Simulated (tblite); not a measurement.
# C24H18O9S3: the cost of one run

Computed with tblite 0.8.0 and PySCF 2.14.0 and routines of our own; the level stands in each step. Atoms count from 0.

## 1. The system as given

54 atoms, charge 0, multiplicity 1; geometry from: force field, distance geometry or constructed start.

## 2. Relaxing the molecule with GFN2-xTB

Job settings and geometry (Å):

```
{"job": {"kind": "relax", "xc": "GFN2-xTB", "basis": "xTB"}, "charge": 0, "multiplicity": 1}
O      4.809100     1.790400    -1.478000
S      3.873500     0.733700    -1.831800
O      4.286300    -0.309600    -2.754800
O      2.492600     1.437600    -2.358000
C      1.468400     0.633900    -2.787600
C      1.483700     0.139700    -4.096700
C      0.433500    -0.653700    -4.548500
C     -0.628800    -0.952300    -3.692700
C     -0.641400    -0.459300    -2.391100
O     -1.717900    -0.776000    -1.599900
S     -1.492900    -1.813500    -0.356600
O     -0.953400    -1.100600     0.787300
O     -0.844600    -3.008700    -0.853600
C     -3.152000    -2.260700     0.086700
C     -3.522100    -3.600700     0.181000
C     -4.835000    -3.933700     0.523600
C     -5.767100    -2.922800     0.758800
C     -5.396000    -1.585600     0.663400
C     -4.085400    -1.241900     0.331200
C      0.386700     0.376500    -1.949500
O      0.386700     0.903600    -0.689100
S     -0.547200     2.206300    -0.390000
O     -0.229400     3.243700    -1.352300
O     -1.923400     1.773800    -0.187200
C      0.068600     2.758500     1.188200
C     -0.263600     2.026400     2.337800
C      0.226300     2.450500     3.573100
C      1.025200     3.589400     3.661700
C      1.344100     4.315600     2.509100
C      0.864200     3.903300     1.271600
C      3.417200    -0.062100    -0.299300
C      3.041900    -1.410100    -0.301400
C      2.641600    -2.011400     0.888800
C      2.631000    -1.274200     2.079100
C      3.023800     0.068300     2.073100
C      3.420100     0.680000     0.885400
H      2.317000     0.365600    -4.763300
H      0.446500    -1.044300    -5.562700
H     -1.444500    -1.587300    -4.049600
H     -2.802600    -4.394300    -0.003900
H     -5.130800    -4.980000     0.596800
H     -6.784500    -3.190600     1.024500
H     -6.121800    -0.799400     0.851500
H     -3.795900    -0.196000     0.259900
H     -0.880900     1.136600     2.275500
H     -0.023500     1.888700     4.468500
H      1.402000     3.916100     4.627700
H      1.963000     5.208700     2.588400
H      1.115000     4.478000     0.379200
H      3.048700    -1.992900    -1.218600
H      2.330400    -3.061100     0.900200
H      2.314300    -1.742600     3.001200
H      3.011600     0.634200     3.003600
H      3.716900     1.721700     0.893100
```

Command:

```bash
$ OMP_NUM_THREADS=4 python large_run.py task.json out
```

The driver reads the jobs from task.json and runs them one after another.

Q: Estimate the wall time and peak memory of this first job on 4 threads of Arm Neoverse N1, shared host.

About 8.2 s, with a peak of 0.18 GiB.
